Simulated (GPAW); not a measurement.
# CH4BClF− (SMILES C[BH-](F)Cl) at vdW-DF-cx/plane waves (scalar-relativistic datasets, plane-wave cutoff 600 eV)

Aim: ionisation energies of CH4BClF−. Input form: an ASE script.

Program for the calculation: GPAW 26.7.0.

2 further runs of the same task are left out: 2 set aside as unsound or not needed.

### 1 The system as given

The species is CH4BClF− (8 atoms), meant as a singlet with charge -1. SMILES: `C[BH-](F)Cl`. The shape is built from the SMILES string.

Bond lengths: C1–B2 1.599 Å, B2–F3 1.455 Å, B2–Cl4 1.855 Å, C1–H5 1.110 Å, C1–H6 1.110 Å, C1–H7 1.110 Å, B2–H8 1.192 Å. Some angles: C1–B2–F3 109.6°, C1–B2–Cl4 109.9°, F3–B2–Cl4 109.3°, C1–B2–H8 109.5°, F3–B2–H8 109.2°, Cl4–B2–H8 109.2°, B2–C1–H5 109.9°, B2–C1–H6 109.8°, B2–C1–H7 109.6°, H5–C1–H6 109.3°.

### 2 Ionisation energies at vdW-DF-cx/plane waves (scalar-relativistic datasets, plane-wave cutoff 600 eV)

The input, calc.py:

```python
from ase import Atoms
from ase.io import write
from gpaw import GPAW, PW
from rdkit import Chem
from rdkit.Chem import AllChem

# Structure
rd = Chem.AddHs(Chem.MolFromSmiles('C[BH-](F)Cl'))
AllChem.EmbedMolecule(rd, randomSeed=994)
AllChem.UFFOptimizeMolecule(rd)
molecule = Atoms([a.GetSymbol() for a in rd.GetAtoms()], positions=rd.GetConformer().GetPositions())
write('start.xyz', molecule)
molecule.set_cell([13.0, 13.0, 13.0])
molecule.center()

energies = {}
for name, charge, unpaired in [('start', -1, 0), ('oxidised', 0, 1)]:
    molecule.set_initial_magnetic_moments([unpaired / len(molecule)] * len(molecule))
    dft = GPAW(mode={'name': 'pw', 'ecut': 600},
               occupations={'name': 'fermi-dirac', 'width': 0.0, 'fixmagmom': unpaired > 0},
               charge=charge,
               maxiter=100,
               xc={'name': 'vdW-DF-cx', 'backend': 'libvdwxc'},
               symmetry='off',
               txt='-')
    molecule.calc = dft
    energies[name] = molecule.get_potential_energy()
    print(f'{name:10} {energies[name]:12.5f} eV')

ip = energies['oxidised'] - energies['start']
print(f'Vertical IP: {ip:.3f} eV')
```

Launch:

```bash
$ python calc.py
```

Output:

```text
__  _  _
 | _ |_)|_||  |
 |__||  | ||/\| - 26.7.0

units:  Angstrom and eV
cores:  1
OpenMP: False

Versions:
  Python: 3.12.14
  ASE:    3.29.0
  Numpy:  2.5.5
  Scipy:  1.18.1
  Libxc:  7.0.0

        _gpaw.cpython-312-aarch64-linux-gnu.so

Input parameters:
  mode=PW(ecut=600),
  charge=-1,
  maxiter=100,
  occupations=Occupations(name='fermi-dirac', width=0.0, fixmagmom=False),
  symmetry=Symmetry(point_group=False, time_reversal=False),
  xc=XC(name='vdW-DF-cx', backend='libvdwxc')

Diagonalizing LCAO Hamiltonian
Converting LCAO to pw mode
         .-------------------------------.
        /|                               |
       / |                               |
      /  |                               |
     /   |                               |
    /    |                               |
   /     |                               |
  /      |                               |
 *       |                               |
 |       |                               |
 |       |        H                      |
 |       |            H   Cl             |
 |       |         C  B                  |
 |       |       HH                      |
 |       |             F                 |
 |       |                               |
 |       .-------------------------------.
 |      /                               /
 |     /                               /
 |    /                               /
 |   /                               /
 |  /                               /
 | /                               /
 |/                               /
 *-------------------------------*

Atoms  # Å, Bohr magnetons
|   | symbol |        x |        y |        z |    initial magnetic moments |
|---|--------|----------|----------|----------|-----------------------------|
| 0 |      C | 5.521391 | 6.372866 | 6.600367 | ( 0.0000,  0.0000,  0.0000) |
| 1 |      B | 7.089101 | 6.058896 | 6.643940 | ( 0.0000,  0.0000,  0.0000) |
| 2 |      F | 7.485111 | 5.377442 | 5.421344 | ( 0.0000,  0.0000,  0.0000) |
[... 4 lines of this table left out ...]
| 7 |      H | 7.329754 | 5.359942 | 7.578656 | ( 0.0000,  0.0000,  0.0000) |

Unit cell  # Å
| periodic |         x |         y |         z |   lengths |    angles |
|----------|-----------|-----------|-----------|-----------|-----------|
|       no | 13.000000 |  0.000000 |  0.000000 | 13.000000 | 90.000000 |
|       no |  0.000000 | 13.000000 |  0.000000 | 13.000000 | 90.000000 |
|       no |  0.000000 |  0.000000 | 13.000000 | 13.000000 | 90.000000 |

Number of symmetries: 1
Symmetry operations  # r_c * U_cc + t_c -> r_c
|   | kind |            matrix            |
|---|------|------------------------------|
| 0 |  E   |  1, 0, 0,  0, 1, 0,  0, 0, 1 |

BZ-sampling:
  Number of BZ points: 1
  Number of IBZ points: 1

  Monkhorst-Pack size: [1, 1, 1]
  Monkhorst-Pack shift: [0, 0, 0]

K-points  # in reciprocal-cell coordinates
|   |                                coordinates |     weight |
|---|--------------------------------------------|------------|
| 0 | (  0.00000000,   0.00000000,   0.00000000) | 1.00000000 |

Plane wave coefficients: 36612
Cutoff: 600.0 eV

Spin-components: 1 (collinear spins)
Bands:           20
Projectors:      32
Spin-degeneracy: 2
Datatype:        float64

  Storage: CPU
  Wave functions: 11_715_840 bytes (11_715_840 per core)
  Projectors: 23_431_680 bytes (23_431_680 per core)

Parallelization:
  kpt:    1
  domain: 1
  band:   1

Density:
  Valence electrons: 25.0
  Components: 1
  Grid points: [75 75 75]
  Charge: -1.0  # |e|

Potential:
  Grid points: [75 75 75]

species:
  C:
    name:    Carbon
    Z:       6.0
    valence: 4
    core:    2
    charge:  0.0  # [|e|]
    file:    C.PBE.gz
    compensation charges:
      type: gauss
      rc: 0.20  # [Å]
      lmax: 2
    cutoffs:
      filter: 1.14  # [Å]
      core: 1.14  # [Å]
    projectors
    | kind |    occ | energy [eV] | rcut [Å] |
    |------|--------|-------------|----------|
    |   2s |  2.000 |     -13.751 |    0.635 |
    |   2p |  2.000 |      -5.284 |    0.635 |
    |    s |        |      13.461 |    0.635 |
    |    p |        |      21.927 |    0.635 |
    |    d |        |       0.000 |    0.635 |

    Using partial waves for C as LCAO basis

  B:
    name:    Boron
    Z:       5.0
    valence: 3
    core:    2
    charge:  0.0  # [|e|]
    file:    B.PBE.gz
    compensation charges:
      type: gauss
      rc: 0.20  # [Å]
      lmax: 2
    cutoffs:
      filter: 1.14  # [Å]
      core: 1.38  # [Å]
    projectors
    | kind |    occ | energy [eV] | rcut [Å] |
    |------|--------|-------------|----------|
    |   2s |  2.000 |      -9.443 |    0.635 |
    |   2p |  1.000 |      -3.606 |    0.635 |
    |    s |        |      17.768 |    0.635 |
    |    p |        |      23.605 |    0.635 |
    |    d |        |       0.000 |    0.635 |

    Using partial waves for B as LCAO basis

  F:
    name:    Fluorine
    Z:       9.0
    valence: 7
    core:    2
    charge:  0.0  # [|e|]
    file:    F.PBE.gz
    compensation charges:
      type: gauss
      rc: 0.20  # [Å]
      lmax: 2
    cutoffs:
      filter: 1.14  # [Å]
      core: 0.74  # [Å]
    projectors
    | kind |    occ | energy [eV] | rcut [Å] |
    |------|--------|-------------|----------|
    |   2s |  2.000 |     -29.898 |    0.635 |
    |   2p |  5.000 |     -11.110 |    0.635 |
    |    s |        |      -2.687 |    0.635 |
    |    p |        |      16.102 |    0.635 |
    |    d |        |       0.000 |    0.635 |

    Using partial waves for F as LCAO basis

[... 48 lines left out ...]
Reference energy: -17016.108513  # eV
[... 3 lines left out ...]
  Converge bands: occupied
[... 12 lines left out ...]
  Fourier metric: weight=20.0, sigma=0.015
[... 17 lines left out ...]
convergence criteria:
- Maximum [total energy] change in last 3 cyles: 0.0005 eV / valence electron
[... 13 lines left out ...]
Converged in 11 steps
[... 12 lines left out ...]
  Free energy:     -23.761163
[... 2 lines left out ...]
dipole moment: (-7.357593, -6.477897, -6.440163)  # |e|*Ang
[... 95 lines left out ...]
Number of symmetries: 1
Symmetry operations  # r_c * U_cc + t_c -> r_c
|   | kind |            matrix            |
|---|------|------------------------------|
| 0 |  E   |  1, 0, 0,  0, 1, 0,  0, 0, 1 |

BZ-sampling:
  Number of BZ points: 1
  Number of IBZ points: 1

  Monkhorst-Pack size: [1, 1, 1]
  Monkhorst-Pack shift: [0, 0, 0]

K-points  # in reciprocal-cell coordinates
|   |                                coordinates |     weight |
|---|--------------------------------------------|------------|
| 0 | (  0.00000000,   0.00000000,   0.00000000) | 1.00000000 |

Plane wave coefficients: 36612
Cutoff: 600.0 eV

Spin-components: 2 (collinear spins)
Bands:           20
Projectors:      32
Spin-degeneracy: 1
Datatype:        float64

  Storage: CPU
  Wave functions: 23_431_680 bytes (23_431_680 per core)
  Projectors: 23_431_680 bytes (23_431_680 per core)

Parallelization:
  kpt:    1
  domain: 1
  band:   1

Density:
  Valence electrons: 25.0
  Components: 2
  Grid points: [75 75 75]
  Charge: 0.0  # |e|

Potential:
  Grid points: [75 75 75]

species:
  C:
    name:    Carbon
    Z:       6.0
    valence: 4
    core:    2
    charge:  0.0  # [|e|]
    file:    C.PBE.gz
    compensation charges:
      type: gauss
      rc: 0.20  # [Å]
      lmax: 2
    cutoffs:
      filter: 1.14  # [Å]
      core: 1.14  # [Å]
    projectors
    | kind |    occ | energy [eV] | rcut [Å] |
    |------|--------|-------------|----------|
    |   2s |  2.000 |     -13.751 |    0.635 |
    |   2p |  2.000 |      -5.284 |    0.635 |
    |    s |        |      13.461 |    0.635 |
    |    p |        |      21.927 |    0.635 |
    |    d |        |       0.000 |    0.635 |

    Using partial waves for C as LCAO basis

  B:
    name:    Boron
    Z:       5.0
    valence: 3
    core:    2
    charge:  0.0  # [|e|]
    file:    B.PBE.gz
    compensation charges:
      type: gauss
      rc: 0.20  # [Å]
      lmax: 2
    cutoffs:
      filter: 1.14  # [Å]
      core: 1.38  # [Å]
    projectors
    | kind |    occ | energy [eV] | rcut [Å] |
    |------|--------|-------------|----------|
    |   2s |  2.000 |      -9.443 |    0.635 |
    |   2p |  1.000 |      -3.606 |    0.635 |
    |    s |        |      17.768 |    0.635 |
    |    p |        |      23.605 |    0.635 |
    |    d |        |       0.000 |    0.635 |

    Using partial waves for B as LCAO basis

  F:
    name:    Fluorine
    Z:       9.0
    valence: 7
    core:    2
    charge:  0.0  # [|e|]
    file:    F.PBE.gz
    compensation charges:
      type: gauss
      rc: 0.20  # [Å]
      lmax: 2
    cutoffs:
      filter: 1.14  # [Å]
      core: 0.74  # [Å]
    projectors
    | kind |    occ | energy [eV] | rcut [Å] |
    |------|--------|-------------|----------|
    |   2s |  2.000 |     -29.898 |    0.635 |
    |   2p |  5.000 |     -11.110 |    0.635 |
    |    s |        |      -2.687 |    0.635 |
    |    p |        |      16.102 |    0.635 |
    |    d |        |       0.000 |    0.635 |

    Using partial waves for F as LCAO basis

  Cl:
    name:    Chlorine
    Z:       17.0
    valence: 7
    core:    10
    charge:  0.0  # [|e|]
    file:    Cl.PBE.gz
    compensation charges:
      type: gauss
      rc: 0.25  # [Å]
      lmax: 2
    cutoffs:
      filter: 1.40  # [Å]
      core: 1.49  # [Å]
    projectors
    | kind |    occ | energy [eV] | rcut [Å] |
    |------|--------|-------------|----------|
    |   3s |  2.000 |     -20.689 |    0.794 |
    |   3p |  5.000 |      -8.594 |    0.794 |
    |    s |        |       6.523 |    0.794 |
    |    p |        |      18.617 |    0.794 |
    |    d |        |       0.000 |    0.794 |

    Using partial waves for Cl as LCAO basis

  H:
    name:    Hydrogen
    Z:       1.0
    valence: 1
    core:    0
    charge:  0.0  # [|e|]
    file:    H.PBE.gz
    compensation charges:
      type: gauss
      rc: 0.15  # [Å]
      lmax: 2
    cutoffs:
      filter: 0.85  # [Å]
      core: 0.53  # [Å]
    projectors
    | kind |    occ | energy [eV] | rcut [Å] |
    |------|--------|-------------|----------|
    |   1s |  1.000 |      -6.494 |    0.476 |
    |    s |        |      20.717 |    0.476 |
    |    p |        |       0.000 |    0.476 |

    Using partial waves for H as LCAO basis

Reference energy: -17016.108513  # eV

eigensolver:
  PPCG
  Converge bands: occupied
  niter=2

density mixing:
  MSR1-Mixer
  Pratt-step length: 0.05
  Maximum mixing coefficient: 0.75
  Old densities: 10
  SVD Regularization: 0.005
  Good broyden scale: 1.0
  Trust region scale: 1.0
  Backstep threshold: 4.0
  History deletion threshold: 6.0
  Fourier metric: weight=20.0, sigma=0.015

occupation numbers:
  Fixed magnetic moment: 1.000
  # Zero width

poisson solver:
  ecut: 4800.0  # eV

xc functional:
  name: vdW-DF-cx with libvdwxc
  Mode: serial
  Semilocal: GGA_X_LV_RPW86+LDA_C_PW with 2 nearest neighbor stencil
  Local blocksize: 150 x 150 x 150
  PAW datasets: PBE

Initialization done in: 14.733 s

convergence criteria:
- Maximum [total energy] change in last 3 cyles: 0.0005 eV / valence electron
- Maximum integral of absolute [dens]ity change: 0.0001 electrons / valence electron
- Maximum integral of absolute [eigenst]ate change: 4e-08 eV^2 / valence electron
maximum number of iterations: 100

SCF iterations
|iter     |     time |      energy | eigst |  dens |  magmom |
|---------|----------|-------------|-------|-------|---------|
|iter:   1| 00:02:24 |  -23.521138 | +0.42 |       |  +0.9968|
|iter:   2| 00:02:41 |  -22.545930 | -1.26 | -0.61 |  +0.9969|
|iter:   3| 00:02:58 |  -20.301723 | -0.55 | -0.66 |  +0.9987|
[... 9 lines of this table left out ...]
|iter:  13| 00:05:54 |  -19.894935c| -7.75c| -4.47c|  +1.0000|

Converged in 13 steps
SCF loop duration: 215.853 s (16.604 s/step)
Energy contributions relative to reference atoms: (reference = -17016.108513)

Energy contributions:
  Kinetic:          35.231947
  Coulomb:         -39.170922
  Zero:              0.252601
  External:          0.000000
  Xc:              -16.208561
  Entropy:           0.000000
  Spinorbit:         0.000000
  ----------------------------
  Free energy:     -19.894935
  Extrapolated:    -19.894935

dipole moment: (-0.353700, 0.064508, 0.249746)  # |e|*Ang

Total magnetic moment: (0.000000, 0.000000, 1.000000)

Local magnetic moments
|        x |        y |         z |
|----------|----------|-----------|
| 0.000000 | 0.000000 |  0.100583 |  # C    0
| 0.000000 | 0.000000 |  0.044402 |  # B    1
| 0.000000 | 0.000000 |  0.095715 |  # F    2
[... 4 lines of this table left out ...]
| 0.000000 | 0.000000 |  0.083895 |  # H    7

Fermi levels: -2.010, -7.108
Eigenvalues  # (at kpt = [0.000, 0.000, 0.000])
| band index |      eig [eV] | occ [0-1] |      eig [eV] | occ [0-1] |
|------------|---------------|-----------|---------------|-----------|
|          0 |       -28.875 |     1.000 |       -28.667 |     1.000 |
|        ... |               |           |               |           |
|          5 |       -11.106 |     1.000 |       -10.960 |     1.000 |
|          6 |       -10.456 |     1.000 |       -10.106 |     1.000 |
|          7 |        -9.767 |     1.000 |        -9.643 |     1.000 |
[... 11 lines of this table left out ...]
|         19 |        -0.934 |     0.000 |        -0.936 |     0.000 |

Gap: 0.012 eV
Transition (v -> c):
  (s=1, k=0, n=13, [0.00, 0.00, 0.00]) -> (s=0, k=0, n=13, [0.00, 0.00, 0.00])
No difference between direct/indirect transitions
vacuum-level: 0.244  # V
oxidised      -19.89493 eV
Vertical IP: 3.866 eV
```

Wall time 5.9 min (1 thread of Arm Neoverse N1, shared host); peak memory 2.5 GiB.

### 3 Outcome

Level: vdW-DF-cx/plane waves (scalar-relativistic datasets, plane-wave cutoff 600 eV).

| quantity | value |
| --- | --- |
| first ionisation energy | 3.87 eV |
